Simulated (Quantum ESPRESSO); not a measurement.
# IrRu under changes of volume

One of the cells (13.932 Å³/atom); the others are scaled copies at fixed shape and fractional positions:

```
Ir Ru
1.0
     1.34814    0.77835    4.42578
    -1.34814    0.77835    4.42578
     0.00000   -1.55670    4.42578
Ir Ru
1 1
Cartesian
  0.0000 0.0000 0.0000
  0.0000 0.0000 6.6387
```

The cell comes from a database or a generator and needn't be the stable form of this composition.

- Program: Quantum ESPRESSO 7.5
- Functional: r2SCAN
- Potentials or basis: SG15 PBE 1.2
- Cutoff: 952 eV
- Density cutoff: 3810 eV
- k mesh: 4 × 4 × 4
- Occupations: fermi-dirac, width 0.05 eV
- Spin: no spin polarisation

```tsv
volume (Å³/atom)	energy over the lowest point (meV/atom)	pressure (GPa)
13.096	31.72	18.0
13.375	8.41	8.9
13.654	0.00	0.9
13.932	4.80	-6.3
14.211	21.31	-12.6
14.490	48.21	-18.2
14.768	?	?
```

Problem. What does the run at 14.768 Å³/atom give?

Solution. Energy over the lowest point 84.30 meV/atom; pressure -23.2 GPa.

Worked out: A Birch-Murnaghan fit of order 3 (a polynomial in V^(-2/3)) to the other rows has its minimum at 13.69 Å³/atom with B0 = V·E''(V) = 367 GPa and B' = 4.9 at fixed shape and positions, which overstates the stiffness. It gives 84.18 meV/atom at 14.768 Å³/atom, against the run's 84.30, and -dE/dV = -23.2 GPa, against -23.2.

Energies are extrapolated to zero smearing.

Caveats: all runs use coarse meshes; the potentials were made for another functional, which shifts forces and pressure.
